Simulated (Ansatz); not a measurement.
The system is CS2.

```
CELL_PARAMETERS angstrom
3.64579 -2.99431 0.00000
3.64579 2.99431 0.00000
0.00000 0.00000 9.85126
ATOMIC_POSITIONS crystal
S 0.18152 0.81848 0.88687
S 0.31848 0.68152 0.38687
S 0.68152 0.31848 0.61313
S 0.81848 0.18152 0.11313
C 0.50000 0.50000 0.50000
C 0.00000 0.00000 0.00000
```

The cell comes from a database or a generator and needn't be the stable form of this composition.

* Program: Ansatz 0.2.0
* Task: relaxation of cell and atoms
* Functional: r2SCAN
* Potentials or basis: Ansatz PAW
* Cutoff: 500 eV (not typed: the program's choice for these potentials)
* k mesh: 6 × 6 × 3
* Occupations: fermi-dirac, width 0.05 eV
* Spin: no spin polarisation

At the start: volume 35.85 Å³/atom.

Problem. Where does the relaxation end?

Solution. It ends after 13 steps and the volume is 28.30 Å³/atom (-21.1 %); space group Cmce (No. 64, to 0.05 Å).

The path:
```tsv
step	energy change (eV)	largest force (eV/Å)	volume (Å³)
1	0.0000	0.2090	215.09
2	-0.0184	0.1011	207.29
3	-0.0656	0.2515	180.75
4	-0.0690	0.1984	179.00
5	-0.0766	0.0442	163.94
6	-0.0777	0.1126	170.94
7	-0.0786	0.0009	169.72
8	-0.0788	0.0098	168.94
9	-0.0789	0.0072	168.76
10	-0.0790	0.0050	169.30
11	-0.0791	0.0136	169.71
12	-0.0791	0.0028	169.81
13	-0.0750	0.0037	169.81
```

Final structure:
```cif
data_structure
_symmetry_space_group_name_H-M 'P 1'
_symmetry_Int_Tables_number 1
_cell_length_a 4.2114
_cell_length_b 4.2114
_cell_length_c 9.6628
_cell_angle_alpha 90.000
_cell_angle_beta 90.000
_cell_angle_gamma 82.226
_cell_volume 169.81
loop_
_atom_site_label
_atom_site_type_symbol
_atom_site_fract_x
_atom_site_fract_y
_atom_site_fract_z
_atom_site_occupancy
S1 S 0.18682 0.81318 0.88021 1
S2 S 0.31318 0.68682 0.38021 1
S3 S 0.68682 0.31318 0.61979 1
S4 S 0.81318 0.18682 0.11979 1
C1 C 0.50000 0.50000 0.50000 1
C2 C 0.00000 0.00000 0.00000 1
```

Caveat: the volume moved by over 15 % at a fixed basis, so the end points are rough; the plane-wave basis is chosen anew once the cell has moved, so the energies of steps on either side of that aren't comparable; the PAW data sets come from PBE, with cores solved anew for the run's functional, which leaves a small shift of forces and pressure.
